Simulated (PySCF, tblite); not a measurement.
**C₄H₅BCl₂: geometry, infrared bands and NMR shifts**

Wanted: the infrared bands and NMR shifts of C₄H₅BCl₂ (`B[C@H]1CC(Cl)=C1Cl`), by calculation.

Programs: tblite 0.8.0 and PySCF 2.14.0, with density-fitted response routines of our own. Each step states its level of theory. These are calculated values for one molecule in the gas phase, unless marked as measured. Atoms count from 0, in the outputs and in this text.

## 1. Starting geometry

12 atoms, charge 0, multiplicity 1; geometry from: force field or distance geometry start.

Bonds of the start (Å): B0–C1 1.58, C1–C2 1.44, C2–C3 1.50, C3–Cl4 1.75, C3–C5 1.40, C5–Cl6 1.76, C5–C1 1.49, B0–H7 1.19, B0–H8 1.18, C1–H9 1.13, C2–H10 1.10, C2–H11 1.12.

## 2. Optimising the geometry with GFN2-xTB

What the job is given:

```
{"job": {"kind": "relax", "xc": "GFN2-xTB", "basis": "xTB"}, "charge": 0, "multiplicity": 1}
B     -1.778600     0.024100    -0.207100
C     -0.374300    -0.340200     0.429300
C      0.618000    -0.837800    -0.491000
C      1.444000     0.381100    -0.228700
Cl     2.998900     0.946600    -0.783600
C      0.482200     0.858100     0.667800
Cl     0.362400     2.290300     1.678500
H     -2.211100     1.128800    -0.111200
H     -2.476300    -0.835200    -0.624000
H     -0.462600    -0.975700     1.356100
H      1.111000    -1.765400    -0.152200
H      0.287600    -0.875500    -1.559900
```

Started as:

```sh
$ OMP_NUM_THREADS=1 python probes_run.py task.json out
```

This one command runs all jobs of the session in turn.

**Question.** This job is followed by: GFN2-xTB harmonic vibrations, gas phase; GIAO PBE0/pcSseg-1 NMR shielding, non-relativistic, gas phase. What will the session give for the following? strongest single infrared mode (GFN2-xTB); zero-point energy (GFN2-xTB); 13C shifts against TMS (PBE0/pcSseg-1); 1H shifts against TMS (PBE0/pcSseg-1, means over atoms taken as alike); 11B shifts against BF3·OEt2 (PBE0/pcSseg-1); 35Cl shifts against HCl (PBE0/pcSseg-1).

As calculated:

| quantity | value |
| --- | --- |
| strongest single infrared mode (GFN2-xTB) | 826 cm⁻¹, 105 km/mol |
| zero-point energy (GFN2-xTB) | 48.1 kcal/mol |
| 13C shifts against TMS (PBE0/pcSseg-1) | 137.0, 134.1, 53.7, 42.3 ppm |
| 1H shifts against TMS (PBE0/pcSseg-1, means over atoms taken as alike) | 7.85, 2.98, 2.85, 2.76 ppm |
| 11B shifts against BF3·OEt2 (PBE0/pcSseg-1) | 85.4 ppm |
| 35Cl shifts against HCl (PBE0/pcSseg-1) | 219, 218 ppm |

What this shows: Over 78 steps the energy fell by 0.553 eV; of the close pairs, C1–C2 changed most, 1.442 to 1.559 Å. No mode is imaginary among the 30: a minimum at this level. The strongest single mode, at 826 cm⁻¹, has its largest shares on H7, B0 and H8 (the list is cut at 3 atoms). GFN2-xTB is a fitted tight-binding method: band positions and strengths are rough. Its intensities can rank the bands wrongly.
